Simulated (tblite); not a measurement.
# B18H17P19: the cost of one run

Programs: tblite 0.8.0 and PySCF 2.14.0, with routines of our own; each step states its level. All values are computed. Atoms count from 0.

## Step 1: The starting structure

54 atoms, charge 0, multiplicity 1; geometry from: force field, distance geometry or constructed start.

## Step 2: Geometry optimisation with GFN2-xTB

What the job is given:

```
{"job": {"kind": "relax", "xc": "GFN2-xTB", "basis": "xTB"}, "charge": 0, "multiplicity": 1}
P     -4.827500     2.529700    -0.001600
B     -6.446400     3.464100    -0.006900
P     -8.048800     2.529200     0.001000
B     -8.054700     0.675900    -0.006200
P     -6.444200    -0.259700     0.003400
B     -4.835700     0.671000    -0.002600
P      6.443300    -0.256800    -0.003300
B      4.835800     0.674200     0.001500
P      3.224300    -0.260600    -0.000400
B      3.218800    -2.119300     0.001600
P      4.830300    -3.049700    -0.002100
B      6.440700    -2.120500    -0.000000
P      1.607400     2.532200     0.005000
B      0.002200     3.460900    -0.002700
P     -1.613000     2.536600     0.000200
B     -1.612700     0.672100     0.006300
P      0.000400    -0.256600     0.000900
B      1.609700     0.668100    -0.001000
P     -9.665400    -0.256700     0.002500
B     -9.662000    -2.117600     0.002700
P     -8.056300    -3.044700     0.001500
B     -6.444100    -2.117000    -0.000200
P      4.835800     2.536100     0.006600
B      3.217400     3.457200    -0.001500
B     -3.221100     3.464100     0.000900
P     -3.227700    -0.259400     0.002500
B     -3.220900    -2.116200    -0.000700
P     -1.611400    -3.047900     0.001200
B      0.000600    -2.118100    -0.002000
P      1.611900    -3.048100     0.003400
P      9.668400    -0.257900    -0.001100
B      8.052100     0.672800     0.000200
P      8.053000    -3.048400    -0.001900
B      9.666900    -2.119800     0.003700
P     -4.831200    -3.046700    -0.003300
P      8.054500     2.533700    -0.002900
B      6.442400     3.461600    -0.004100
H     -6.442300     4.634000    -0.002600
H     -9.265400     3.227600    -0.000100
H      4.827600    -4.445100     0.001200
H     -0.000100     4.629200     0.003800
H    -10.871400     0.435900     0.003700
H    -10.673200    -2.702500    -0.003600
H     -8.051400    -4.449000    -0.001800
H      3.217900     4.633200     0.002400
H     -3.223500     4.633100    -0.003400
H     -1.608400    -4.448400    -0.000600
H      1.610500    -4.445900     0.002300
H     10.878900     0.441900     0.000200
H      8.055900    -4.447800     0.002000
H     10.677200    -2.710800     0.003100
H     -4.825800    -4.447200    -0.000300
H      9.266100     3.231100     0.000100
H      6.439800     4.629900    -0.003000
```

Command:

```bash
OMP_NUM_THREADS=8 python large_run.py task.json out
```

This one command runs all jobs of the session in turn.

Q: Estimate the wall time and peak memory of this first job on 8 threads of Arm Neoverse V1, shared host.

About 11 s, with a peak of 0.16 GiB.
